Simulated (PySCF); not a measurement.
# C5H14Si2: the cost of one run

Programs: PySCF 2.14.0, with routines of our own; each step states its level. All values are computed. Atoms count from 0.

### Step 1. The starting structure

21 atoms, charge 0, multiplicity 1; geometry from: GFN2-xTB.

### Step 2. Circular dichroism and optical rotation: TDDFT CAM-B3LYP/def2-SVPD

Job settings and geometry (Å):

```
{"job": {"kind": "ecd", "xc": "CAM-B3LYP", "basis": "def2-SVPD", "nstates": 16}, "charge": 0, "multiplicity": 1}
C     -3.101251    -0.235355     0.293638
C     -1.730046    -0.263923     0.955138
Si    -0.311218    -0.374970    -0.305072
C      0.054540     1.276805    -1.215284
Si     1.734615     1.483975    -0.313219
C      1.439209    -0.239388     0.491798
C      2.426612    -1.324959     0.082154
H     -3.267361    -1.142997    -0.281838
H     -3.181422     0.611371    -0.383739
H     -3.893474    -0.153390     1.036492
H     -1.607356     0.635041     1.561003
H     -1.684343    -1.109605     1.642190
H     -0.500699    -1.539887    -1.183067
H     -0.660731     2.076095    -1.042267
H      0.148748     1.175254    -2.292781
H      1.771709     2.598064     0.638227
H      2.902980     1.552520    -1.193052
H      1.416393    -0.203189     1.582821
H      3.424855    -1.109691     0.462371
H      2.121261    -2.297860     0.465767
H      2.488058    -1.396969    -1.001751
```

With the program's defaults for keys left out, this is: TDDFT CAM-B3LYP/def2-SVPD circular dichroism and optical rotation, one conformer, gas phase.

Launch:

```sh
> OMP_NUM_THREADS=1 python excited_run.py task.json out
```

The driver reads the jobs from task.json and runs them one after another.

Q: Estimate the wall time and peak memory of this job on 1 thread of Arm Neoverse V2, shared host.

About 2.5 min, with a peak of 1.3 GiB.
